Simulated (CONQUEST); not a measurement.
**MoS2 in CONQUEST: convergence with smearing width**

Slab: MoS2, a slab with vacuum.

```xyz
12
Lattice="3.1841 0.0000 0.0000 0.0000 5.5151 0.0000 0.0000 0.0000 35.4372" Properties=species:S:1:pos:R:3 pbc="T T T"
S     1.5921    0.9192   27.9372
S     3.1841    3.6767   27.9372
Mo    0.0000    0.0000   26.3859
Mo    1.5921    2.7575   26.3859
S     1.5921    0.9192   24.8346
S     3.1841    3.6767   24.8346
S     1.5921    0.9192   10.6027
S     3.1841    3.6767   10.6027
Mo    0.0000    0.0000    9.0513
Mo    1.5921    2.7575    9.0513
S     1.5921    0.9192    7.5000
S     3.1841    3.6767    7.5000
```

- Program: CONQUEST 1.3
- Task: convergence study
- Functional: PBEsol
- Potentials or basis: PseudoDojo NC PBEsol, SZP, grid cutoff 120 Ha
- k mesh: 7 × 4 × 1
- Occupations: methfessel-paxton, width 0.4 eV
- Spin: no spin polarisation

These are the settings of the first run; the series varies smearing width, with any setting tied to it.

Hardware: 1 thread of AMD EPYC (Zen 3), with other jobs on the host.

Problem. The values tried are 0.4 eV, 0.3 eV, 0.2 eV, 0.1 eV, 0.05 eV, 0.025 eV, 0.01 eV, 0.005 eV, loosest first. From which on does the largest force stay within 0.005 eV/Å of the tightest run that finished?

Solution. From 0.2 eV on.

```
smearing width  energy less the tightest run (meV/atom)  largest force (eV/Å)  SCF cycles  CPU time (s)  peak memory (GiB)
        0.4 eV                                     1.17                 0.552          18           220                1.4
        0.3 eV                                     0.46                 0.571          18           220                1.4
        0.2 eV                                     0.11                 0.583          15           200                1.4
        0.1 eV                                     0.03                 0.585          17           220                1.4
       0.05 eV                                     0.02                 0.585          17           210                1.4
      0.025 eV                                     0.01                 0.586          16           200                1.4
       0.01 eV                                     0.00                 0.586          16           190                1.4
      0.005 eV                                     0.00                 0.586          16           190                1.4
```

Against the tightest run, the energy stays within 1 meV/atom from 0.3 eV on. The tightest run that finished is the yardstick and may itself not be fully converged.

Caveat, for the tightest run too: the atomic basis is small.
